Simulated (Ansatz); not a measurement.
# AlCl2H: the cost of one run

Method: PBE0-D4/def2-TZVP structures, single points in def2-TZVPP, no counterpoise correction; program: Ansatz 0.2.0, Gaussian basis.

Levels: SPW92, PBE-D4, BLYP-D4, r2SCAN-D4, B97M-V, PBE0-D4, B3LYP-D4, r2SCAN0-D4, BHLYP-D4, CAM-B3LYP-D4, wB97X-V, wB97M-V, B2PLYP, PBE-QIDH, RPA on PBE, Hartree-Fock, MP2, CCSD, CCSD(T).

Cores are frozen in the correlated methods. B3LYP uses VWN-RPA correlation. B2PLYP carries no dispersion term here.

94 further runs of the same task are left out: 94 set aside as unsound or not needed. Runs told in other sessions of the task aren't counted.

### 1 Where the work starts

The complex: 10 atoms, charge 0, spin multiplicity 1.

Atoms are counted from 1 here; the program's logs count them from 0.

Bond lengths: Al1–H2 1.575 Å, Al1–Cl3 2.129 Å, Al1–Cl4 2.119 Å, Al1–O6 1.942 Å, H5–O6 0.964 Å, O6–C7 1.444 Å, C7–H8 1.087 Å, C7–H9 1.089 Å, C7–H10 1.090 Å. Angles: H2–Al1–Cl3 116.8°, H2–Al1–Cl4 120.2°, H2–Al1–O6 99.9°, Cl3–Al1–Cl4 114.0°, Cl3–Al1–O6 100.1°, Cl4–Al1–O6 100.2°, Al1–O6–H5 112.4°, Al1–O6–C7 121.4°, H5–O6–C7 110.6°, O6–C7–H8 106.0°, O6–C7–H9 108.8°, O6–C7–H10 110.0°, H8–C7–H9 110.2°, H8–C7–H10 110.1°, H9–C7–H10 111.6°.

Geometry (Å):

```
atom    x (Å)    y (Å)    z (Å)
 Al1  -1.5575   0.1049  -0.1299
  H2  -2.5211  -0.8262   0.6972
 Cl3  -1.2780  -0.3831  -2.1835
 Cl4  -1.4685   2.1815   0.2813
  H5   0.2194  -1.4185   0.6755
  O6   0.1551  -0.4607   0.5902
  C7   1.3968   0.0897   0.1001
  H8   1.2684   1.1691   0.1043
  H9   2.1992  -0.1955   0.7787
 H10   1.5864  -0.2613  -0.9139
```

Its parts: AlHCl₂ holds atoms 1, 2, 3, 4; CH₄O holds atoms 5, 6, 7, 8, 9, 10. Each part counts its atoms afresh in its own runs.

### 2 Relaxing AlHCl₂ alone

The input, relax-a/in.yaml:

```yaml
crystal:
  periodic: [false, false, false]
  atoms:
    - {symbol: Al, position_ang: [-1.557487, 0.104857, -0.129895]}
    - {symbol: H, position_ang: [-2.521124, -0.826233, 0.697227]}
    - {symbol: Cl, position_ang: [-1.278040, -0.383088, -2.183466]}
    - {symbol: Cl, position_ang: [-1.468472, 2.181540, 0.281297]}
basis:
  gaussian: {orbitals: def2-TZVP}
hamiltonian: {xc: pbe0, dispersion: d4}
relax: {f_tol: 0.005, max_steps: 200}
```

Launch:

```console
$ ansatz run in.yaml --threads 8 --pin off --events-out ev --progress --plain --max-ram 19148MiB
```

**Question.** How long does this run take on 8 threads of Arm Neoverse V1, shared host?

About 3.2 s.
